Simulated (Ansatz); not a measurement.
# ClH2NSn: energy of protonation at one site, by script

Wanted for ClH2NSn: the energy of protonation at one site.

Computed with the Python package of Ansatz 0.2.0. Level of theory: r2SCAN/def2-SVP.

### 1 The system

Bond lengths: N1–Sn2 2.008 Å, Sn2–Cl3 2.330 Å, N1–H4 1.105 Å, N1–H5 1.049 Å. Angles: N1–Sn2–Cl3 107.8°, Sn2–N1–H4 108.1°, Sn2–N1–H5 110.9°, H4–N1–H5 106.4°.

No structure file is read: the coordinates are typed or built in the script.

### 2 The code

File run_pa.py:

```python
import ansatz as az
from ase import Atoms
import numpy as np

atoms = Atoms(['N', 'Sn', 'Cl', 'H', 'H'], positions=[
    [-0.8326, 0.5287, -0.2762],
    [-0.1417, -0.6319, 1.2101],
    [1.9974, -1.3428, 0.6206],
    [-0.1274, 1.3684, -0.411],
    [-0.8459, 0.004, -1.185],
])
mol = az.Crystal.molecule_from_ase(atoms)

job = mol.calculation()
job = job.basis(gaussian='def2-SVP')
job = job.functional('r2scan')
symbols = [site.symbol for site in mol.cartesian_sites]
start = np.array([site.position_ang for site in mol.cartesian_sites], dtype=float)
data = job.relax(force_tolerance=0.01).run().report
end = np.array(data['positions_ang'])

away = sum((end[0] - end[j]) / np.linalg.norm(end[0] - end[j]) for j in [1, 3, 4]) + np.array([0.15, 0.1, -0.2])
proton = end[0] + 1.0 * away / np.linalg.norm(away)
acid = az.Crystal.molecule()
for symbol, place in zip(symbols, end):
    acid = acid.atom(symbol, place.tolist())
acid = acid.atom('H', proton.tolist())
protonated = (
    acid.calculation()
    .basis(gaussian='def2-SVP')
    .functional('r2scan')
    .charge(1)
    .relax(force_tolerance=0.01, max_steps=80)
)
after = protonated.run().report
xyz = np.array(after['positions_ang'])
reach = np.linalg.norm(xyz[:-1] - xyz[-1], axis=1)
print(f'base {data["free_energy_ev"]:.5f} eV, protonated {after["free_energy_ev"]:.5f} eV')
print(f'the proton ends {reach.min():.3f} A from {symbols[reach.argmin()]}{reach.argmin()}')
print(f'electronic proton affinity {23.060548 * (data["free_energy_ev"] - after["free_energy_ev"]):.1f} kcal/mol')
```

### 3 The calls as engine input

The engine receives this input (first run):

```yaml
crystal:
  periodic: [false, false, false]
  atoms:
    - { symbol: "N", position_ang: [-0.8326, 0.5287, -0.2762] }
    - { symbol: Sn, position_ang: [-0.1417, -0.6319, 1.2101] }
    - { symbol: Cl, position_ang: [1.9974, -1.3428, 0.6206] }
    - { symbol: H, position_ang: [-0.1274, 1.3684, -0.411] }
    - { symbol: H, position_ang: [-0.8459, 0.004, -1.185] }
basis:
  gaussian:
    orbitals: def2-SVP
hamiltonian:
  xc: r2scan
relax:
  f_tol: 0.01
```

### 4 The run

Command:

```sh
> python run_pa.py
```

Log:

```text
base -19873.99394 eV, protonated -19883.87750 eV
the proton ends 1.028 A from N0
electronic proton affinity 227.9 kcal/mol
```

Wall time 1.8 min (1 thread of Intel Xeon Platinum 8259CL at 2.50GHz (Skylake/Cascade Lake), shared host); peak memory 0.23 GiB.

### 5 What changed from run to run

The engine's inputs for the other runs:

Run 2, against run 1:

```diff
@@ -4,5 +4,6 @@
-    - { symbol: "N", position_ang: [-0.8326, 0.5287, -0.2762] }
-    - { symbol: Sn, position_ang: [-0.1417, -0.6319, 1.2101] }
-    - { symbol: Cl, position_ang: [1.9974, -1.3428, 0.6206] }
-    - { symbol: H, position_ang: [-0.1274, 1.3684, -0.411] }
-    - { symbol: H, position_ang: [-0.8459, 0.004, -1.185] }
+    - { symbol: "N", position_ang: [-0.550644247807666, 0.3451057878163713, -0.40606730854180373] }
+    - { symbol: Sn, position_ang: [-0.2955623078794883, -1.0568418824274803, 1.038057476596665] }
+    - { symbol: Cl, position_ang: [2.107923920523852, -0.8463203516486757, 0.953836900037764] }
+    - { symbol: H, position_ang: [0.23183399259591864, 0.8199523178089861, -0.8534165999804387] }
+    - { symbol: H, position_ang: [-1.443751357432616, 0.6645041284507988, -0.7739104681121861] }
+    - { symbol: H, position_ang: [0.21779794062566482, 0.40794145749961586, -1.0428940366643378] }
@@ -13,0 +15 @@
+total_charge: 1.0
@@ -15,0 +18 @@
+  max_steps: 80
```

### 6 What the script built

Run 2 starts from these 6 atoms:

```xyz
6

N    -0.551    0.345   -0.406
Sn   -0.296   -1.057    1.038
Cl    2.108   -0.846    0.954
H     0.232    0.820   -0.853
H    -1.444    0.665   -0.774
H     0.218    0.408   -1.043
```

### 7 What each run gave

From the records of these 2 runs:

```csv
run,system,energy (eV),SCF cycles in all,CPU time (s)
1,ClH2NSn,-19873.9939,162,63
2,"ClH3NSn, charge +1",-19883.8775,116,45
```

Totals carry meaning only in balanced differences at one level of theory.

### 8 How the relaxation of run 1 went

The steps of the relaxation:

| step | E - E(step 1) (eV) | largest force component (eV/Å) |
| --- | --- | --- |
| 1 | 0.0000 | 2.0880 |
| 2 | -0.2531 | 0.7870 |
| 3 | -0.2929 | 0.1661 |
| 4 | -0.2949 | 0.0636 |
| 5 | -0.2967 | 0.0544 |
| 6 | -0.3021 | 0.0831 |
| 7 | -0.3242 | 0.2678 |
| 8 | -0.3798 | 0.5798 |
| 9 | -0.4715 | 0.9548 |
| 10 | -0.5779 | 1.2790 |
| 11 | -0.6670 | 1.4330 |
| 12 | -0.7523 | 1.7421 |
| 13 | -0.7794 | 1.3563 |
| 14 | -0.6799 | 1.6250 |
| 15 | -0.8304 | 0.5015 |
| 16 | -0.8272 | 0.0867 |
| 17 | -0.8367 | 0.0153 |
| 18 | -0.8367 | 0.0052 |

Step 1 is the start. Steps 14, 16 were tried and not accepted.

Before: Bond lengths: N1–Sn2 2.008 Å, Sn2–Cl3 2.330 Å, N1–H4 1.105 Å, N1–H5 1.049 Å. Angles: N1–Sn2–Cl3 107.8°, Sn2–N1–H4 108.1°, Sn2–N1–H5 110.9°, H4–N1–H5 106.4°.

After: Bond lengths: N1–Sn2 2.029 Å, Sn2–Cl3 2.414 Å, N1–H4 1.019 Å, N1–H5 1.017 Å. Angles: N1–Sn2–Cl3 92.3°, Sn2–N1–H4 122.6°, Sn2–N1–H5 125.8°, H4–N1–H5 111.7°.

### 9 The relaxation of run 2, step by step

The steps of the relaxation:

```
step  E - E(step 1) (eV)  largest force component (eV/Å)
   1              0.0000                         39.2871
   2             -6.5853                          7.9884
   3             -8.1485                          3.4417
   4             -9.1998                          4.1606
   5             -9.7143                          3.3532
   6            -10.1907                          1.1679
   7            -10.2259                          0.5490
   8            -10.2366                          0.2658
   9            -10.2384                          0.1502
  10            -10.2395                          0.0309
  11            -10.2396                          0.0212
  12            -10.2396                          0.0078
```

Step 1 is the start.

Before: Bond lengths: N1–Sn2 2.029 Å, Sn2–Cl3 2.414 Å, N1–H4 1.019 Å, N1–H5 1.017 Å, N1–H6 1.000 Å, H4–H6 0.454 Å. Angles: N1–Sn2–Cl3 92.3°, Sn2–N1–H4 122.6°, Sn2–N1–H5 125.8°, Sn2–N1–H6 113.6°, H4–N1–H5 111.7°, H4–N1–H6 26.0°, H5–N1–H6 115.1°, N1–H4–H6 74.7°, N1–H6–H4 79.3°.

After: Bond lengths: N1–Sn2 2.385 Å, Sn2–Cl3 2.342 Å, N1–H4 1.027 Å, N1–H5 1.026 Å, N1–H6 1.028 Å. Angles: N1–Sn2–Cl3 86.4°, Sn2–N1–H4 110.0°, Sn2–N1–H5 116.7°, Sn2–N1–H6 110.5°, H4–N1–H5 106.9°, H4–N1–H6 105.3°, H5–N1–H6 106.8°.

### 10 Results

| quantity | value |
| --- | --- |
| electronic proton affinity | 227.9 kcal/mol |
| runs compared | 2 |
| moves of the relaxation of run 1 | 15 |
| energy gained in run 1 | 0.837 eV |
| last largest force component of run 1 | 0.0052 eV/Å |
| moves of the relaxation of run 2 | 11 |
| energy gained in run 2 | 10.240 eV |
| last largest force component of run 2 | 0.0078 eV/Å |

**Reading.** Run 1: After 15 moves the largest shift is 0.981 Å, of atom 5 (H). So large a move can change the bonding: the results belong to the relaxed structure. Run 2: The relaxation took 11 moves; the largest shift is 0.659 Å, of atom 4 (H). What to keep in mind:
- The proton is put on one chosen atom, which needn't be the most basic site, so the molecule's proton affinity can be higher; the ends are stationary points, not checked by frequencies, and zero-point and thermal terms count only where printed.
- def2 sets replace the cores of elements past krypton by effective core potentials.
